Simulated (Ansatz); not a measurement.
# LaAl2Ag3: the cost of one run

Method: DFT PBEsol, scalar-relativistic, plane waves, PAW, in Ansatz 0.2.0.

### Step 1. The starting structure

The cell holds 19 atoms (Ag9Al7La3): a = 7.085 Å, b = 7.085 Å, c = 7.085 Å, α = 88.71°, β = 88.71°, γ = 88.71°.

The coordinates of this cell stand in the input of its own run.

The host was relaxed before at PBEsol: a = 5.719 Å, b = 5.719 Å, c = 4.182 Å, α = 90.00°, β = 90.00°, γ = 120.00° (conventional cell), 19.741 Å³/atom.

Places, in fractions of the supercell: Al as an interstitial at (0.750, 0.917, 0.833). Its neighbours start displaced at random, with a spread of 0.05 Å in each coordinate.

### Step 2. The perfect crystal in the supercell of 18 atoms

Contents of input.yaml:

```yaml
crystal:
  lattice:
    - [-2.8595273266, -4.9528466153, -4.1815804057]
    - [-2.8595273266, 4.9528466153, -4.1815804057]
    - [5.7190546532, 0.0, -4.1815804057]
  atoms:
    - { symbol: La, position: [0.3333333333, 0.3333333333, 0.3333333333] }
    - { symbol: La, position: [0.0, 0.0, 0.0] }
    - { symbol: La, position: [0.6666666667, 0.6666666667, 0.6666666667] }
    - { symbol: Al, position: [0.3333333333, 0.0, 0.6666666667] }
    - { symbol: Al, position: [1.0, 0.6666666667, 0.3333333333] }
    - { symbol: Al, position: [0.6666666667, 0.3333333333, 1.0] }
    - { symbol: Al, position: [0.3333333333, 0.6666666667, 0.0] }
    - { symbol: Al, position: [1.0, 0.3333333333, 0.6666666667] }
    - { symbol: Al, position: [0.6666666667, 1.0, 0.3333333333] }
    - { symbol: Ag, position: [1.0, 0.0, 0.5] }
    - { symbol: Ag, position: [0.6666666667, 0.6666666667, 0.1666666667] }
    - { symbol: Ag, position: [0.3333333333, 0.3333333333, 0.8333333333] }
    - { symbol: Ag, position: [0.1666666667, 0.6666666667, 0.6666666667] }
    - { symbol: Ag, position: [0.8333333333, 0.3333333333, 0.3333333333] }
    - { symbol: Ag, position: [0.5, 0.0, 0.0] }
    - { symbol: Ag, position: [0.3333333333, 0.8333333333, 0.3333333333] }
    - { symbol: Ag, position: [0.0, 0.5, 0.0] }
    - { symbol: Ag, position: [0.6666666667, 0.1666666667, 0.6666666667] }
basis:
  ecutwfc: 420
  xc_grid: 2
kpoints:
  mp_grid: { grid: [3, 3, 3], shift: [0.0, 0.0, 0.0] }
hamiltonian:
  xc: pbesol
scf:
  occupations: { method: gaussian, width: 0.05 }
output:
  forces: true
  stress: true
  eigenvalues: true
```

Launch:

```
> ansatz run input.yaml --threads 8 --pin off --max-ram 14336MiB --backend cpu --events-out ev --progress --plain --runs-dir out
```

**Question.** How long does this run take on 8 threads of Arm Neoverse V1, shared host, and how much memory does it need?

About 3 s, with a peak of 1.5 GiB.
